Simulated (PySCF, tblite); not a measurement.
# C₄H₆FOSi radical: geometry, infrared bands and EPR parameters

Aim: predict the infrared bands and EPR parameters of C₄H₆FOSi radical (`O=C1CC([SiH]F)C1`).

The runs use tblite 0.8.0 and PySCF 2.14.0, with density-fitted response routines of our own; the level of theory stands in each step. All values are computed, except where a source is named. Atoms count from 0, in the outputs and in this text.

### Step 1. The molecule as given

13 atoms, charge 0, multiplicity 2; geometry from: force field or distance geometry start.

Bonds of the start (Å): O0–C1 1.21, C1–C2 1.50, C2–C3 1.49, C3–Si4 1.81, Si4–F5 1.64, C3–C6 1.53, C6–C1 1.50, C2–H7 1.10, C2–H8 1.10, C3–H9 1.13, Si4–H10 1.44, C6–H11 1.10, C6–H12 1.11.

### Step 2. Optimising the geometry with GFN2-xTB

What the job is given:

```
{"job": {"kind": "relax", "xc": "GFN2-xTB", "basis": "xTB"}, "charge": 0, "multiplicity": 2}
O     -2.839400    -0.300000    -0.376100
C     -1.646100    -0.132500    -0.308500
C     -0.669800     0.955600     0.040300
C      0.218800    -0.126200     0.546600
Si     2.015600     0.071400     0.511500
F      2.614300     1.597700     0.566500
C     -0.440000    -0.999900    -0.517300
H     -1.004900     1.710300     0.767900
H     -0.341700     1.435500    -0.894200
H     -0.124400    -0.433400     1.583300
H      2.774400    -0.924700    -0.197400
H     -0.010400    -0.789900    -1.510700
H     -0.550700    -2.063400    -0.229500
```

Run with:

```sh
$ OMP_NUM_THREADS=1 python probes_run.py task.json out
```

This one command runs all jobs of the session in turn.

**Question.** This job is followed by: GFN2-xTB harmonic vibrations, gas phase; UKS B3LYP, pcH-1 on C F H O Si, non-relativistic, mean-field spin-orbit, GIAO. Predict these results of the whole session: strongest single infrared mode (GFN2-xTB); zero-point energy (GFN2-xTB); g(iso) (B3LYP); ⟨S²⟩; largest a(iso) (averaged by class); potential on the surface of density 0.002 e/bohr³, 1st and 99th percentile.

**Answer**, as computed:

```
                                                                  quantity                    value
                                 strongest single infrared mode (GFN2-xTB)    1853 cm⁻¹, 492 km/mol
                                              zero-point energy (GFN2-xTB)            56.5 kcal/mol
                                                            g(iso) (B3LYP)                  2.00247
                                                                      ⟨S²⟩       0.751 (exact 0.75)
                                        largest a(iso) (averaged by class)  29Si on Si4, -595.0 MHz
potential on the surface of density 0.002 e/bohr³, 1st and 99th percentile       -1.54 V and 1.47 V
```

What this shows: Relaxing lowered the energy by 0.877 eV in 108 steps; the close pair that moved most is C3–Si4, from 1.808 to 1.897 Å. No mode is imaginary among the 33: a minimum at this level. The strongest single mode, at 1853 cm⁻¹, moves mainly C1 and O0. GFN2-xTB is a fitted tight-binding method: band positions and strengths are rough. Its intensities can rank the bands wrongly. Most of the unpaired spin sits on Si4 (0.85 e). The isotropic g lies 0.2 ppt above the free-electron value. These values are for one conformer; the search (at its own cheap level) found 2 more, at 0.18, 0.88 kcal/mol, and measured spectra average over such forms.
